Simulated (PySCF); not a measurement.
# SiF3 (SMILES F[Si](F)F): levels of theory compared

Wanted: a comparison of 6 runs (UHF/STO-3G, U-r2SCAN/aug-cc-pVDZ, UB3LYP/aug-cc-pVDZ, UBHLYP/aug-cc-pVDZ, UM06-2X/aug-cc-pVDZ, USCS-MP2/aug-cc-pVDZ) of SiF3. 

The results are computed with PySCF 2.14.0.

1 further run of the same task is left out (set aside as unsound or not needed).

## 1. Starting point

SiF3 has 4 atoms, charge 0, and is taken as a doublet. SMILES: `F[Si](F)F`. Geometry: relaxed at GFN2-xTB.

Bond lengths: F1–Si2 1.590 Å, Si2–F3 1.590 Å, Si2–F4 1.590 Å. Angles: F1–Si2–F3 104.5°, F1–Si2–F4 104.3°, F3–Si2–F4 104.5°.

## 2. A single-point energy at UHF/STO-3G (run 1)

run.py reads:

```python
# F[Si](F)F
from pyscf import gto, scf

mol = gto.M(
    atom=[
    ('F', (0.787890, -0.508980, 1.119030)),
    ('Si', (-0.325240, 0.244050, 0.268860)),
    ('F', (-0.962750, -0.889100, -0.646850)),
    ('F', (0.500100, 1.154030, -0.741040)),
],
    max_memory=1860,
    verbose=3,
    spin=1,
    basis='sto-3g',
)

hf = scf.UHF(mol)
hf.conv_tol = 1e-10
hf.kernel()
if not hf.converged:
    hf = hf.newton().run(hf.mo_coeff, hf.mo_occ)

e_tot = hf.e_tot
print(f'total energy: {e_tot:.8f} hartree')
```

Command:

```sh
$ OMP_NUM_THREADS=1 python run.py
```

Standard output:

```text
converged SCF energy = -579.7287106374  <S^2> = 0.7587777  2S+1 = 2.0087585
total energy: -579.72871064 hartree
```

Run time: 0.74 s. Hardware: 1 thread of Arm Neoverse V1, shared host; peak memory 0.099 GiB.

## 3. The energy at U-r2SCAN/aug-cc-pVDZ (run 2)

job.py reads:

```python
from pyscf import gto, dft

mol = gto.Mole()
mol.atom = [
    ('F', (0.787890, -0.508980, 1.119030)),
    ('Si', (-0.325240, 0.244050, 0.268860)),
    ('F', (-0.962750, -0.889100, -0.646850)),
    ('F', (0.500100, 1.154030, -0.741040)),
]
mol.verbose = 3
mol.charge = 0
mol.max_memory = 1860
mol.basis = 'aug-cc-pvdz'
mol.spin = 1
mol.build()

mf = dft.UKS(mol)
mf.xc = 'r2scan'
mf.conv_tol = 1e-10
mf.grids.level = 5
mf.kernel()
if not mf.converged:
    mf = mf.newton().run(mf.mo_coeff, mf.mo_occ)

e_final = mf.e_tot
print('E(%s) = %.9f' % ('R2SCAN', e_final))
```

Command:

```sh
$ OMP_NUM_THREADS=1 python job.py
```

Standard output:

```text
WARN: HOMO -0.211525310542048 >= LUMO -0.211525310542046

converged SCF energy = -589.033395078163  <S^2> = 0.75175914  2S+1 = 2.0017584
E(R2SCAN) = -589.033395078
```

It took 53 s on 1 thread of Arm Neoverse V1, shared host; peak memory 0.54 GiB.

## 4. A single-point energy at UB3LYP/aug-cc-pVDZ (run 3)

geometry.xyz reads:

```xyz
4
F3Si
F      0.787890    -0.508980     1.119030
Si    -0.325240     0.244050     0.268860
F     -0.962750    -0.889100    -0.646850
F      0.500100     1.154030    -0.741040
```

input.py reads:

```python
# F[Si](F)F
from pyscf import gto, dft

molecule = gto.M(
    atom='geometry.xyz',
    basis='aug-cc-pvdz',
    spin=1,
    max_memory=1860,
    verbose=3,
)

mf = dft.UKS(molecule)
mf.xc = 'b3lyp'
mf.grids.level = 5
mf.conv_tol = 1e-10
mf.kernel()
if not mf.converged:
    mf = mf.newton().run(mf.mo_coeff, mf.mo_occ)

e_final = mf.e_tot
print('Final energy', e_final)
```

Command:

```sh
$ OMP_NUM_THREADS=1 python input.py
```

Standard output:

```text
converged SCF energy = -589.192448869394  <S^2> = 0.75102044  2S+1 = 2.0010202
Final energy -589.1924488693935
```

It took 25 s on 1 thread of Arm Neoverse V1, shared host; peak memory 0.49 GiB.

Runs 4 to 5 aren't shown in full; the table further down has their settings and results.

## 5. The energy at USCS-MP2/aug-cc-pVDZ (run 6)

mol.xyz reads:

```xyz
4

F      0.787890    -0.508980     1.119030
Si    -0.325240     0.244050     0.268860
F     -0.962750    -0.889100    -0.646850
F      0.500100     1.154030    -0.741040
```

input.py reads:

```python
# F[Si](F)F
from pyscf import gto, mp

molecule = gto.M(
    atom='mol.xyz',
    basis='aug-cc-pvdz',
    verbose=4,
    max_memory=1860,
    spin=1,
)

calc0 = molecule.UHF()
calc0.conv_tol = 1e-10
calc0.kernel()
if not calc0.converged:
    calc0 = calc0.newton().run(calc0.mo_coeff, calc0.mo_occ)

pt = mp.MP2(calc0, frozen=8).run()
e_final = calc0.e_tot + 1.2 * pt.e_corr_os + pt.e_corr_ss / 3
print('E = %.10f Eh' % e_final)
```

Command:

```sh
$ OMP_NUM_THREADS=1 python input.py
```

Standard output:

```text
PySCF version 2.14.0

[INPUT] num. atoms = 4
[INPUT] num. electrons = 41
[INPUT] charge = 0
[INPUT] spin (= nelec alpha-beta = 2S) = 1
[INPUT] symmetry False subgroup None
[INPUT] Mole.unit = angstrom
[INPUT] Symbol           X                Y                Z      unit          X                Y                Z       unit  Magmom
[INPUT]  1 F      0.787890000000  -0.508980000000   1.119030000000 AA    1.488896316284  -0.961832802881   2.114660225172 Bohr   0.0
[INPUT]  2 Si    -0.325240000000   0.244050000000   0.268860000000 AA   -0.614614524754   0.461187660700   0.508071765851 Bohr   0.0
[INPUT]  3 F     -0.962750000000  -0.889100000000  -0.646850000000 AA   -1.819333826425  -1.680155497351  -1.222369343675 Bohr   0.0
[INPUT]  4 F      0.500100000000   1.154030000000  -0.741040000000 AA    0.945052034895   2.180800639532  -1.400362647348 Bohr   0.0

nuclear repulsion = 176.933543010771
number of shells = 32
number of NR pGTOs = 155
number of NR cGTOs = 96
basis = aug-cc-pvdz
ecp = {}

[... 69 lines left out ...]
converged SCF energy = -587.42812559347  <S^2> = 0.75195912  2S+1 = 2.0019582
[... 1 line left out ...]
******** <class 'pyscf.mp.ump2.UMP2'> ********
nocc = (np.int64(13), np.int64(12)), nmo = (88, 88)
frozen orbitals 8
E(UMP2) = -588.115824555754  E_corr = -0.687698962284092
E(SCS-UMP2) = -588.087190631017  E_corr = -0.659065037546938
E_corr(same-spin) = -0.191738904454584
E_corr(oppo-spin) = -0.495960057829509
E = -588.0871906310 Eh
```

Wall time 4.2 s (1 thread of Arm Neoverse V1, shared host); peak memory 0.25 GiB.

## 6. The series

| run | level | integration grid | frozen core orbitals | energy (Eh) | dipole moment (D) of the reference | HOMO energy (eV) | LUMO energy (eV) | wall time |
| --- | --- | --- | --- | --- | --- | --- | --- | --- |
| 1 | UHF/STO-3G | – | – | -579.728711 | 2.08 | -7.31 | 4.84 | 0.74 s |
| 2 | U-r2SCAN/aug-cc-pVDZ | 5 | – | -589.033395 | 1.69 | -7.44 | -4.43 | 53 s |
| 3 | UB3LYP/aug-cc-pVDZ | 5 | – | -589.192449 | 1.80 | -8.16 | -4.53 | 25 s |
| 4 | UBHLYP/aug-cc-pVDZ | 5 | – | -589.075223 | 2.00 | -9.73 | -3.35 | 26 s |
| 5 | UM06-2X/aug-cc-pVDZ | 5 | – | -589.065404 | 1.90 | -9.46 | -4.83 | 59 s |
| 6 | USCS-MP2/aug-cc-pVDZ | – | 8 | -588.087191 | 2.19 | -12.21 | -0.32 | 4.2 s |

## 7. Summary of results

```
                                                         quantity          value
                                              run 6: total energy  -588.08719 Eh
                      run 6: dipole moment (Hartree–Fock density)         2.19 D
run 6: HOMO energy (Hartree–Fock orbitals) (highest over α and β)      -12.21 eV
 run 6: LUMO energy (Hartree–Fock orbitals) (lowest over α and β)       -0.32 eV
               run 6: correlation energy (8 core orbitals frozen)     -659.1 mEh
                         run 6: ⟨S²⟩ of the reference determinant          0.752
```

Over runs 1, 2, 3, 4, 5 the dipole moment (its size) runs from 1.69 D (U-r2SCAN/aug-cc-pVDZ) to 2.08 D (UHF/STO-3G). The two ends differ in method and basis. Totals of different functionals can't be ranked against each other. In run 1 the basis is minimal, so the values are rough. All runs together took 2.8 min, the longest 59 s.
